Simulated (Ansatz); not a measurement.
# TaRu: a tetragonal deformation path

An exercise on one series of results from a longer session: the logs are not shown, and one member is left open.

Computed with Ansatz 0.2.0 (DFT PBEsol, scalar-relativistic, plane waves, PAW, unless a step's input says otherwise).

## The system as given

It takes space group P4/mmm (No. 123, tetragonal). The conventional cell has a = 3.053 Å, b = 3.053 Å, c = 3.389 Å, α = 90.00°, β = 90.00°, γ = 90.00°. Ta (site symmetry 4/mmm) has 8 Ru at 2.74 Å and 4 Ta at 3.05 Å as nearest neighbours. Ru (site symmetry 4/mmm) is surrounded by 8 Ta at 2.74 Å and 4 Ru at 3.05 Å.

As a file:

```cif
data_structure
_symmetry_space_group_name_H-M 'P4/mmm'
_symmetry_Int_Tables_number 123
_cell_length_a 3.0530
_cell_length_b 3.0530
_cell_length_c 3.3890
_cell_angle_alpha 90.000
_cell_angle_beta 90.000
_cell_angle_gamma 90.000
_cell_volume 31.59
loop_
_atom_site_label
_atom_site_type_symbol
_atom_site_symmetry_multiplicity
_atom_site_Wyckoff_symbol
_atom_site_fract_x
_atom_site_fract_y
_atom_site_fract_z
_atom_site_occupancy
Ta1 Ta 1 d 0.50000 0.50000 0.50000 1
Ru1 Ru 1 a 0.00000 0.00000 0.00000 1
```

The cell is taken as given, not relaxed at this level.

## Zero of energy

Reference values: F = -15623.5874 eV; pressure -5.18 GPa; largest force 0.000 eV/Å; gap on the mesh none (metal). It was computed beforehand with the settings of the runs below.

The first run:

At fixed volume and fractional coordinates, lengths along (0.000, 0.000, 1.000) are scaled against those across it; ρ is that ratio over its starting value.

File input.yaml:

```yaml
crystal:
  lattice:
    - [3.2229519371, 0.0, 0.0]
    - [0.0, 3.2229519371, 0.0]
    - [0.0, 0.0, 3.0410076966]
  atoms:
    - { symbol: Ta, position: [0.5, 0.5, 0.5] }
    - { symbol: Ru, position: [0.0, 0.0, 0.0] }
basis:
  ecutwfc: 420
kpoints:
  mp_grid: { grid: [18, 18, 16] }
hamiltonian:
  xc: pbesol
scf:
  occupations: { method: gaussian, width: 0.15 }
output:
  forces: true
  stress: true
  eigenvalues: true
  write_density: true
  write_potential: true
  elf: true
  volumetric_format: npy
```

Launch:

```bash
> ansatz run input.yaml --threads 1 --pin off --max-ram 2560MiB --backend cpu --events-out ev --progress --plain --runs-dir out
```

Among the steps run: ρ = 0.850; ρ = 1.200; Point ρ = 0.920; ρ = 1.100; ρ = 0.960; At ρ = 1.050; Point ρ = 0.800; Point ρ = 1.300.

One of the session's tables, all rows but one given; the rest of the session is left out.

It belongs to the step «The scan collected». The scan, with free energies counted from the undisturbed cell:

```
    ρ  ΔE (meV/atom)  pressure (GPa)
0.800           48.2            -4.6
0.850           24.6            -5.1
0.920           28.9            -5.2
0.960           11.5            -5.3
1.000            0.0            -5.2
1.050            8.5            -4.9
1.100              ?               ?
1.200          129.5            -5.0
1.300          211.1            -5.3
```

Estimate the missing values for ρ = 1.100.

Worked estimate for «ΔE (meV/atom)». A straight line through the neighbours (1.050, 8.5) and (1.200, 129.5) gives 8.5 + (129.5 − 8.5) × (1.100 − 1.050) / (1.200 − 1.050) = 48.8; a parabola fitted to 4 rows on both sides gives 49.4.

The run gave: ΔE (meV/atom): 40.1; pressure (GPa): -4.8. In «ΔE (meV/atom)» the line misses by +8.7 and the parabola by +9.3.
